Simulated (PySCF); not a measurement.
# C2H6Cl4Si2: the cost of one run

Programs: PySCF 2.14.0, with density-fitted response routines of our own. Each step states its level of theory. These are calculated values for one molecule, in the gas phase or a continuum, unless marked as measured. Atoms are numbered from 0 throughout.

## (1) Starting geometry

14 atoms, charge 0, multiplicity 1; geometry from: GFN2-xTB. The atoms were then displaced at random by about 0.01 Å, so the start is not that level's minimum.

Bonds of the start (Å): C0–Si1 1.93, Si1–Cl2 2.04, Si1–Cl3 2.04, Si1–Si4 2.33, Si4–C5 1.90, Si4–Cl6 2.04, Si4–Cl7 2.02, C0–H8 1.12, C0–H9 1.07, C0–H10 1.07, C5–H11 1.08, C5–H12 1.09, C5–H13 1.10.

## (2) Geometry optimisation at PBE0-D3(BJ)/def2-SVP

Job settings and geometry (Å):

```
{"job": {"xc": "PBE0", "basis": "def2-SVP", "d3": "d3bj", "grid": 1, "shake": 0.01, "kind": "geom"}, "charge": 0, "multiplicity": 1}
C      2.581950    -0.224440     0.409000
Si     0.980280     0.138660    -0.613100
Cl     0.972980    -1.099250    -2.230500
Cl     1.131710     2.047880    -1.321570
Si    -0.988170    -0.149210     0.596310
C     -2.566120     0.202650    -0.409760
Cl    -0.983590     1.097990     2.215720
Cl    -1.078560    -2.039240     1.310420
H      2.623750     0.471220     1.281540
H      3.458530    -0.058520    -0.180310
H      2.563260    -1.222450     0.786480
H     -2.621070    -0.464450    -1.259000
H     -2.604840     1.228880    -0.789020
H     -3.477280     0.055190     0.196040
```

Run with:

```bash
$ OMP_NUM_THREADS=1 python probes_run.py task.json out
```

This one command runs all jobs of the session in turn.

**Question.** How long does this first job take on 1 thread of AMD EPYC 7R13, shared host, and how much memory does it need?

About 2 min, with a peak of 0.76 GiB.
